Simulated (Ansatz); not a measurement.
# AsH2(NMe2) (C₂H₈AsN): geometry, orbitals and charge

Aim: characterise AsH2(NMe2) (C₂H₈AsN) as a singlet: its structure, frontier levels and distribution of charge.

Computed with Ansatz 0.2.0, Gaussian basis. Level: RKS PBE0-D4/def2-TZVP.

Levels to be run: relaxation at B3LYP-D4/def2-SVP; a search for the lowest solution at PBE0-D4/def2-SVP; a single point at PBE0-D4/def2-TZVP; harmonic vibrations at B3LYP-D4/def2-SVP.

**1. Starting geometry**

12 atoms, charge 0, spin multiplicity 1.

Atoms are counted from 1 here; the program's logs count them from 0.

Bond lengths: As1–H2 1.526 Å, As1–H3 1.505 Å, As1–N4 1.861 Å, N4–C5 1.444 Å, N4–C6 1.450 Å, C5–H7 1.102 Å, C5–H8 1.092 Å, C5–H9 1.093 Å, C6–H10 1.092 Å, C6–H11 1.093 Å, C6–H12 1.100 Å. Angles: H2–As1–H3 88.3°, H2–As1–N4 99.0°, H3–As1–N4 92.8°, As1–N4–C5 116.0°, As1–N4–C6 114.6°, C5–N4–C6 111.7°, N4–C5–H7 112.9°, N4–C5–H8 109.0°, N4–C5–H9 109.6°, H7–C5–H8 108.4°, H7–C5–H9 108.2°, H8–C5–H9 108.7°, N4–C6–H10 109.0°, N4–C6–H11 109.5°, N4–C6–H12 113.0°, H10–C6–H11 108.7°, H10–C6–H12 108.6°, H11–C6–H12 108.0°.

As a file:

```xyz
12
charge 0, multiplicity 1
As    0.8253    1.3601    1.0930
H     2.0686    1.0615    0.2603
H     0.5179    2.4896    0.1464
N    -0.3702    0.2080    0.2531
C    -0.2269    0.0786   -1.1780
C    -0.5172   -1.0840    0.8957
H     0.7000   -0.4407   -1.4710
H    -0.2195    1.0747   -1.6254
H    -1.0743   -0.4806   -1.5820
H    -0.6204   -0.9368    1.9724
H    -1.4185   -1.5760    0.5217
H     0.3353   -1.7545    0.7138
```

The start is a GFN2-xTB geometry.

**2. Relaxation at B3LYP-D4/def2-SVP**

File in.yaml:

```yaml
crystal:
  periodic: [false, false, false]
  atoms:
    - {symbol: As, position_ang: [0.825310, 1.360150, 1.093000]}
    - {symbol: H, position_ang: [2.068580, 1.061550, 0.260280]}
    - {symbol: H, position_ang: [0.517910, 2.489590, 0.146440]}
    - {symbol: N, position_ang: [-0.370180, 0.208010, 0.253130]}
    - {symbol: C, position_ang: [-0.226920, 0.078590, -1.178020]}
    - {symbol: C, position_ang: [-0.517250, -1.084050, 0.895670]}
    - {symbol: H, position_ang: [0.700030, -0.440680, -1.471000]}
    - {symbol: H, position_ang: [-0.219550, 1.074650, -1.625350]}
    - {symbol: H, position_ang: [-1.074350, -0.480590, -1.582020]}
    - {symbol: H, position_ang: [-0.620410, -0.936760, 1.972380]}
    - {symbol: H, position_ang: [-1.418460, -1.576010, 0.521730]}
    - {symbol: H, position_ang: [0.335280, -1.754450, 0.713770]}
basis:
  gaussian: {orbitals: def2-SVP}
hamiltonian: {xc: {name: B3LYP}, dispersion: d4}
scf: {lower_state_search: "off"}
output: {orbitals: {seedname: orbitals}}
relax: {f_tol: 0.02, max_steps: 100}
```

Run with:

```bash
$ ansatz run in.yaml --threads 4 --pin off --events-out ev --progress --plain --max-ram 3916MiB
```

The runs that follow: Searching for the lowest solution, PBE0-D4/def2-SVP; Single point, PBE0-D4/def2-TZVP; Harmonic vibrations.

Q: Predict the results of all the runs planned. Wanted: point group; commonest bond, hydrogen aside; HOMO, LUMO at PBE0-D4/def2-TZVP; dipole at B3LYP-D4/def2-SVP; lowest, highest wavenumber.

**Answer**, as computed:

| quantity | value |
| --- | --- |
| point group | C1 |
| commonest bond, hydrogen aside | C–N, 2 of mean length 1.450 Å |
| HOMO, LUMO at PBE0-D4/def2-TZVP | -6.39, 0.08 eV |
| dipole at B3LYP-D4/def2-SVP | 0.70 D |
| lowest, highest wavenumber | 173, 3105 cm⁻¹ |

In words: The molecule keeps its bonding pattern by the stored test; the atoms moved 0.05 Å (rms). All wavenumbers are real: a minimum at this level. The HOMO lies nearest to N4 61 %; H2, H7, H12 about 8 % each and the LUMO to As1 35 %; H3 16 %. The point group is read from a loosely relaxed geometry; soft torsions can leave it below the true symmetry.
